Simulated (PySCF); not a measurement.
# CH6AlFGe: the cost of one run

The runs use PySCF 2.14.0, with density-fitted response routines of our own; the level of theory stands in each step. All values are computed, except where a source is named. Atoms count from 0, in the outputs and in this text.

**1. Starting geometry**

10 atoms, charge 0, multiplicity 1; geometry from: PBE0-D3(BJ)/def2-SVP.

Bonds of the start (Å): F0–Al1 1.67, Al1–C2 1.94, C2–Ge3 1.96, Al1–H4 1.58, C2–H5 1.10, C2–H6 1.10, Ge3–H7 1.54, Ge3–H8 1.54, Ge3–H9 1.54.

**2. Core holes by ΔSCF: SCAN, X2C**

Job settings and geometry (Å):

```
{"job": {"kind": "xps"}, "charge": 0, "multiplicity": 1}
F      3.146477    -0.281606    -0.946389
Al     1.759953     0.336238    -0.250317
C      0.107756    -0.674401    -0.394103
Ge    -1.442967     0.168878     0.447100
H      1.929622     1.726343     0.482685
H     -0.120330    -0.855351    -1.459797
H      0.252488    -1.673393     0.055123
H     -1.700485     1.548587    -0.191547
H     -1.172900     0.378561     1.950753
H     -2.709248    -0.694833     0.285682
```

Level: delta-SCF UKS SCAN, pcX-2 on the ionised atom, pcseg-1 elsewhere, spin-free X2C.

Launch:

```console
> OMP_NUM_THREADS=1 python probes_run.py task.json out
```

This one command runs all jobs of the session in turn.

**Question.** How long does this first job take on 1 thread of Arm Neoverse V2, shared host, and how much memory does it need?

About 16 s, with a peak of 0.44 GiB.
